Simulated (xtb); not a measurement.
# CHBClN (SMILES N#CBCl) at GFN2-xTB

We compute a geometry optimisation of CHBClN. 

Program for the calculation: xtb 6.7.1 later snapshot.

1 further run of the same task is left out (set aside as unsound or not needed).

**1. Starting point**

CHBClN: 5 atoms, total charge 0, spin state singlet. As SMILES, `N#CBCl`. The coordinates come from a PBE0-D4/def2-TZVP relaxation. The run starts from this shape.

Bond lengths: N1–C2 1.152 Å, C2–B3 1.528 Å, B3–Cl4 1.723 Å, B3–H5 1.187 Å. Angles: N1–C2–B3 178.6°, C2–B3–Cl4 119.2°, C2–B3–H5 120.7°, Cl4–B3–H5 120.1°.

**2. A structure relaxation at GFN2-xTB**

File input.xyz:

```xyz
5

N      1.05320000    -1.41110000     1.21820000
C      0.51340000    -0.63090000     0.56420000
B     -0.17660000     0.42970000    -0.29330000
Cl    -1.59450000     0.00520000    -1.17620000
H      0.25440000     1.53350000    -0.35420000
```

Started as:

```sh
$ xtb input.xyz --gfn 2 -o vtight | tee out.txt
```

What values should one expect? Wanted: total energy at the end; dipole moment; HOMO energy; LUMO energy; HOMO–LUMO gap; dispersion energy; mean polarisability.

Answer, from the run:

Level: GFN2-xTB.

| quantity | value |
| --- | --- |
| total energy at the end | -11.33209 Eh |
| dipole moment | 2.58 D |
| HOMO energy | -11.58 eV |
| LUMO energy | -8.78 eV |
| HOMO–LUMO gap | 2.80 eV |
| dispersion energy | -6.27 kJ/mol |
| mean polarisability (D4 model) | 41.6 bohr³ |

What this shows: At the final geometry: Bond lengths: N1–C2 1.148 Å, C2–B3 1.525 Å, B3–Cl4 1.683 Å, B3–H5 1.173 Å. Angles: N1–C2–B3 179.5°, C2–B3–Cl4 119.0°, C2–B3–H5 120.0°, Cl4–B3–H5 121.0°. The optimisation took 10 steps and changed the energy by -0.021 eV. Mulliken charges run from -0.17 on N1 to +0.31 on B3.
